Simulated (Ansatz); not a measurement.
Ta3N:

```
Ta N
1.0
     3.03222    0.00000    0.00000
    -1.51611    2.62598    0.00000
     0.00000    0.00000    7.52414
Ta N
3 1
Cartesian
  1.5161 0.8753 6.2155
  0.0000 1.7507 1.3087
  0.0000 0.0000 3.7621
  0.0000 0.0000 0.0000
```

The cell comes from a database or a generator and needn't be the stable form of this composition.

Base run:

```yaml
Program: Ansatz 0.2.0
Functional: revPBE
Potentials_or_basis: Ansatz PAW
Cutoff: "420 eV (not typed: the program's choice for these potentials)"
k_mesh: 7 × 7 × 3
Occupations: fermi-dirac, width 0.05 eV
Spin: no spin polarisation
```

Its results: band gap on the k mesh none (metal or under the smearing width); pressure 1.9 GPa; largest force 0.208 eV/Å.

Problem. After a change of settings the same cell gave: band gap on the k mesh none (metal or under the smearing width); pressure -0.7 GPa; largest force 0.286 eV/Å. Which change was it?
A. functional from revPBE to RPBE
B. functional from revPBE to PBE
C. functional from revPBE to PBEsol
D. functional from revPBE to LDA; spin from no spin polarisation to spin-orbit coupling, no magnetisation; potential files from those of the base run to others of the same set

Solution. B.

PBE binds more tightly than revPBE, so the same cell stands under less pressure.

Caveats: spin-orbit coupling is left out, which moves the levels of the heavy elements; the PAW data sets come from PBE, with cores solved anew for the run's functional, which leaves a small shift of forces and pressure (some runs).
